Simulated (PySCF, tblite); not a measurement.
# C3H10GeO2Si: geometry, infrared bands and NMR shifts

Wanted: the infrared bands and NMR shifts of C3H10GeO2Si (`O[SiH](O)[GeH2][CH]1CC1`), by calculation.

The runs use tblite 0.8.0 and PySCF 2.14.0, with density-fitted response routines of our own; the level of theory stands in each step. All values are computed, except where a source is named. Atoms count from 0, in the outputs and in this text.

**1. The molecule as given**

17 atoms, charge 0, multiplicity 1; geometry from: force field or distance geometry start.

Bonds of the start (Å): O0–Si1 1.71, Si1–O2 1.71, Si1–Ge3 2.32, Ge3–C4 1.93, C4–C5 1.48, C5–C6 1.53, C6–C4 1.49, O0–H7 0.98, Si1–H8 1.48, O2–H9 0.98, Ge3–H10 1.56, Ge3–H11 1.55, C4–H12 1.12, C5–H13 1.11, C5–H14 1.11, C6–H15 1.11, C6–H16 1.10.

**2. Relaxing the molecule with GFN2-xTB**

What the job is given:

```
{"job": {"kind": "relax", "xc": "GFN2-xTB", "basis": "xTB"}, "charge": 0, "multiplicity": 1}
O      2.371100     2.042600     0.789900
Si     1.807900     0.440200     0.559600
O      3.144800    -0.496200     0.044200
Ge     0.132800     0.437000    -1.046100
C     -1.463500    -0.466200    -0.456400
C     -1.552800    -1.236700     0.809100
C     -2.188600     0.145800     0.693400
H      3.141000     2.006500     1.397800
H      1.178900    -0.117100     1.781700
H      3.066500    -1.399500     0.418900
H      0.710800    -0.213700    -2.338900
H     -0.185200     1.934500    -1.285100
H     -2.164100    -0.796600    -1.263200
H     -2.326800    -2.023900     0.947200
H     -0.676700    -1.298600     1.485100
H     -3.293300     0.173800     0.739200
H     -1.709700     0.880300     1.363100
```

Started as:

```console
> OMP_NUM_THREADS=1 python probes_run.py task.json out
```

This one command runs all jobs of the session in turn.

**Question.** This job is followed by: GFN2-xTB harmonic vibrations, gas phase; GIAO PBE0/pcSseg-1 NMR shielding, non-relativistic, gas phase. What will the session give for the following? strongest single infrared mode (GFN2-xTB); zero-point energy (GFN2-xTB); ¹³C shifts against TMS (PBE0/pcSseg-1, means over atoms taken as alike); ¹H shifts against TMS (PBE0/pcSseg-1, means over atoms taken as alike); ¹⁷O shifts against H2O (PBE0/pcSseg-1, means over atoms taken as alike); ²⁹Si shifts against TMS (PBE0/pcSseg-1); ⁷³Ge shifts against GeMe4 (PBE0/pcSseg-1).

**Answer**, as computed:

| quantity | value |
| --- | --- |
| strongest single infrared mode (GFN2-xTB) | 1965 cm⁻¹, 527 km/mol |
| zero-point energy (GFN2-xTB) | 76.0 kcal/mol |
| ¹³C shifts against TMS (PBE0/pcSseg-1, means over atoms taken as alike) | 4.3, -4.4 ppm |
| ¹H shifts against TMS (PBE0/pcSseg-1, means over atoms taken as alike) | 5.67, 3.87, 1.47, 0.71, 0.15, -0.13 ppm |
| ¹⁷O shifts against H2O (PBE0/pcSseg-1, means over atoms taken as alike) | 48.8 ppm |
| ²⁹Si shifts against TMS (PBE0/pcSseg-1) | -9.1 ppm |
| ⁷³Ge shifts against GeMe4 (PBE0/pcSseg-1) | -245 ppm |

**Reading.** Relaxing lowered the energy by 0.791 eV in 107 steps; the close pair that moved most is O0–Si1, from 1.714 to 1.616 Å. The lowest mode is slightly imaginary (5i cm⁻¹), a soft motion within the noise of the Hessian, so the minimum is not strictly shown. The strongest single mode, at 1965 cm⁻¹, moves mainly H11. GFN2-xTB is a fitted tight-binding method: band positions and strengths are rough. Its intensities can rank the bands wrongly. At PBE0/pcSseg-1: Shielding is most anisotropic at Ge3 (span 196 ppm, paramagnetic term -1183 ppm). Spin-orbit coupling is left out, which matters for shieldings and couplings at and beside the heavy atoms.
